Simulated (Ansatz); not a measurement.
# C2H6BNS: a ladder of functionals and wavefunction methods

How much do the methods differ for C2H6BNS? The plan is to run it at one geometry with functionals of several rungs and with coupled cluster. The yardstick is the atomisation energy at the CCSD(T) limit.

Computed with Ansatz 0.2.0, Gaussian basis. Level: functionals in def2-TZVPP, the program's frozen cores in correlated methods.

Levels to be run: PBE-D4, r2SCAN-D4, PBE0-D4, B3LYP-D4, ωB97X-V, ωB97M-V, B2PLYP; CCSD(T)/def2-TZVPP; MP2/def2-QZVPP; extrapolation to the limit.

### Step 1. The geometry

The geometry comes from an earlier relaxation with PBE0-D4 in a triple-zeta def2 set; it is a stationary point, not always the lowest conformer.

SMILES `CC1NB1S`, 11 atoms, charge 0, spin multiplicity 1.

Atoms are counted from 1 here; the program's logs count them from 0.

Bond lengths: C1–C2 1.506 Å, C1–H6 1.096 Å, C1–H7 1.093 Å, C1–H8 1.093 Å, C2–N3 1.474 Å, C2–B4 1.551 Å, C2–H9 1.091 Å, N3–B4 1.359 Å, N3–H10 1.004 Å, B4–S5 1.779 Å, S5–H11 1.342 Å. Angles: C2–C1–H6 111.7°, C2–C1–H7 111.4°, C2–C1–H8 110.4°, H6–C1–H7 108.0°, H6–C1–H8 107.3°, H7–C1–H8 107.8°, C1–C2–N3 119.0°, C1–C2–B4 121.6°, C1–C2–H9 113.9°, N3–C2–B4 53.3°, N3–C2–H9 113.6°, B4–C2–H9 121.1°, C2–N3–B4 66.3°, C2–N3–H10 131.7°, B4–N3–H10 147.9°, C2–B4–N3 60.4°, C2–B4–S5 155.5°, N3–B4–S5 143.5° and more.

Coordinates:

| atom | x (Å) | y (Å) | z (Å) |
| --- | --- | --- | --- |
| C1 | -0.9114 | 0.6922 | 0.8789 |
| C2 | 0.2676 | -0.1998 | 0.5896 |
| N3 | 1.4013 | 0.3410 | -0.1822 |
| B4 | 0.6645 | -0.5757 | -0.8624 |
| S5 | 0.4439 | -1.3356 | -2.4555 |
| H6 | -0.6872 | 1.4159 | 1.6703 |
| H7 | -1.2192 | 1.2487 | -0.0103 |
| H8 | -1.7658 | 0.0976 | 1.2134 |
| H9 | 0.5706 | -0.8190 | 1.4348 |
| H10 | 1.8428 | 1.2429 | -0.1769 |
| H11 | -0.5419 | -2.1654 | -2.0792 |

### Step 2. PBE-D4 (GGA)

Input file in.yaml:

```yaml
crystal:
  periodic: [false, false, false]
  atoms:
    - {symbol: C, position_ang: [-0.911425, 0.692177, 0.878852]}
    - {symbol: C, position_ang: [0.267642, -0.199817, 0.589624]}
    - {symbol: N, position_ang: [1.401275, 0.340978, -0.182202]}
    - {symbol: B, position_ang: [0.664458, -0.575655, -0.862362]}
    - {symbol: S, position_ang: [0.443949, -1.335558, -2.455458]}
    - {symbol: H, position_ang: [-0.687233, 1.415890, 1.670260]}
    - {symbol: H, position_ang: [-1.219208, 1.248719, -0.010266]}
    - {symbol: H, position_ang: [-1.765787, 0.097573, 1.213359]}
    - {symbol: H, position_ang: [0.570637, -0.819000, 1.434797]}
    - {symbol: H, position_ang: [1.842803, 1.242853, -0.176854]}
    - {symbol: H, position_ang: [-0.541909, -2.165361, -2.079249]}
basis:
  gaussian: {orbitals: def2-TZVPP}
hamiltonian: {xc: pbe, dispersion: d4}
output: {forces: true, orbitals: {seedname: orbitals}}
```

On the command line:

```sh
ansatz run in.yaml --threads 4 --pin off --events-out ev --progress --plain --max-ram 10444MiB
```

The runs that follow: r2SCAN-D4 (meta-GGA); PBE0-D4 (hybrid); B3LYP-D4 (hybrid); ωB97X-V (range-separated); ωB97M-V (range-separated); B2PLYP (double hybrid); CCSD(T) in def2-TZVPP; MP2 in def2-QZVPP.

**Question.** What will the summary of the whole plan be? Wanted: atomisation energy, CCSD(T)/CBS; farthest; mean size of error, hybrid; mean size of error, range-separated; gap, smallest and largest; T1 diagnostic; triples share of the correlation energy.

**Answer**, as computed:

| quantity | value |
| --- | --- |
| atomisation energy, CCSD(T)/CBS | 1001.5 kcal/mol |
| functionals within 5.0 kcal/mol (0.5 %) | B2PLYP |
| farthest | PBE-D4 (+36.2 kcal/mol) |
| mean size of error, hybrid | 12.1 kcal/mol |
| mean size of error, range-separated | 10.6 kcal/mol |
| gap, smallest and largest | 5.36 eV (PBE-D4), 11.96 eV (ωB97X-V) |
| T1 diagnostic | 0.0125 |
| triples share of the correlation energy | 4.3 % |

**Reading.** PBE-D4 misses by +36.2 kcal/mol. Double hybrids carry the basis error of their MP2 part in triple zeta, and no dispersion term here, so their miss is partly the set-up's. The reference freezes the cores and leaves out relativity and excitations past (T), so misses under about 5.0 kcal/mol can't be ranked. Hartree-Fock recovers 72 % of the binding; the rest is correlation. Orbital gaps span 5.4 to 12.0 eV; exact exchange widens them.
